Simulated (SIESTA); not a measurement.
Crystal: Ba2Tl5V3O12.

```
Ba V Tl O
1.0
     4.23698    2.44622    6.12840
    -4.23698    2.44622    6.12840
     0.00000   -4.89244    6.12840
Ba V Tl O
2 3 5 12
Direct
  0.50000 0.50000 0.50000
  0.00000 0.00000 0.00000
  0.50000 0.50000 0.00000
  0.00000 0.50000 0.50000
  0.50000 0.00000 0.50000
  0.00000 0.00000 0.50000
  0.50000 0.00000 0.00000
  0.00000 0.50000 0.00000
  0.74045 0.74045 0.74045
  0.25955 0.25955 0.25955
  0.71652 0.08089 0.41242
  0.41242 0.71652 0.08089
  0.08089 0.41242 0.71652
  0.58757 0.91911 0.28348
  0.91911 0.28348 0.58757
  0.28348 0.58757 0.91911
  0.28348 0.91911 0.58757
  0.58757 0.28348 0.91911
  0.91911 0.58757 0.28348
  0.41242 0.08089 0.71652
  0.08089 0.71652 0.41242
  0.71652 0.41242 0.08089
```

The cell was built by a generator and needn't be a form met in nature.

```yaml
Program: SIESTA 5.4.2
Task: single point
Functional: PBE
Potentials_or_basis: PseudoDojo 0.4 standard (PBE files)
Basis: DZP (energy shift 0.003 Ry; two zetas on semicore shells; d shell added on Ba)
Grid_cutoff: 800 Ry
Energy_shift: 0.003 Ry
k_mesh: 4 × 4 × 4
Occupations: fermi-dirac, width 0.05 eV
Spin: collinear spin, ferromagnetic start
Starting_moments: "[0.0, 0.0, 2.0, 2.0, 2.0, 0.0, 0.0, 0.0, 0.0, 0.0, 0.0, 0.0, 0.0, 0.0, 0.0, 0.0, 0.0, 0.0, 0.0, 0.0, 0.0, 0.0] μB"
```

On this cell: pressure 1.4 GPa; largest force 0.232 eV/Å; net moment 1.09 μB per cell; site moments Ba -0.00, -0.01; V +0.44; Tl -0.03, +0.08; O -0.03 μB; band gap on the k mesh none (metal or under the smearing width).

The same run follows on a disturbed copy (atoms moved at random, drawn with an rms of 0.05 Å):

```
Ba V Tl O
1.0
     4.23698    2.44622    6.12840
    -4.23698    2.44622    6.12840
     0.00000   -4.89244    6.12840
Ba V Tl O
2 3 5 12
Cartesian
  0.0261 0.0379 9.2100
  0.0356 -0.0116 -0.0024
  -0.0571 2.4032 6.1096
  -2.1621 -1.1828 6.1755
  2.1124 -1.2004 6.1590
  -0.0013 -2.4748 3.1060
  2.1336 1.2863 3.0493
  -2.0667 1.2259 3.0724
  0.0477 0.0258 13.6220
  0.0152 0.0035 4.7516
  2.6503 -0.0815 7.4010
  -1.2747 2.4125 7.4377
  -1.4796 -2.3283 7.4289
  -1.4176 2.2794 11.0211
  2.7006 0.0435 11.0187
  -1.2440 -2.3590 10.9784
  -2.7453 0.0357 11.0004
  1.2737 -2.3683 10.9847
  1.3891 2.3508 10.9856
  1.3970 -2.2835 7.4205
  -2.7163 -0.0713 7.4124
  1.2696 2.3604 7.4529
```

**Question.** What does the disturbed cell give?

**Answer.** The energy (extrapolated to zero smearing) moves by +11.2 meV/atom; pressure 2.5 GPa; largest force 1.497 eV/Å; net moment 1.02 μB per cell; site moments Ba -0.00, -0.01; V +0.40, +0.43; Tl -0.02, +0.07, +0.08; O -0.03, -0.02 μB; band gap on the k mesh none (metal or under the smearing width).

Forces on the atoms (eV/Å):
```
Ba   0.150  0.136  0.067
Ba  -0.120  0.098  0.012
V    1.094  0.426  0.929
V    0.497 -0.298 -1.270
V   -0.095 -0.272 -0.302
Tl  -0.271 -0.041  0.275
Tl   0.032  0.015  0.325
Tl  -0.167 -0.540 -0.295
Tl  -0.322 -0.481 -0.106
Tl   0.055 -0.334  0.048
O    0.233  0.702  0.794
O   -0.531 -0.434  0.077
O    0.388  0.179 -0.003
O    0.300  0.240 -0.844
O   -0.251  0.322  0.007
O   -1.077  0.344 -0.589
O    0.130 -0.170 -0.099
O    0.348  0.040  0.101
O   -0.026 -0.242  0.053
O   -0.557 -0.450  0.311
O    0.040  0.781  0.548
O    0.152 -0.017 -0.039
```

Stress tensor (GPa, compression positive):
```
 2.10  0.52 -0.12
 0.52  1.21  0.09
-0.12  0.09  4.17
```

Caveats: this set's barium file shifts pressures by up to 1 GPa against other sets; the basis of atomic orbitals isn't converged, which shifts pressures, moduli and gaps; semilocal functionals often make such compounds metallic where correlation or magnetic order opens a gap, which also shifts bond lengths.
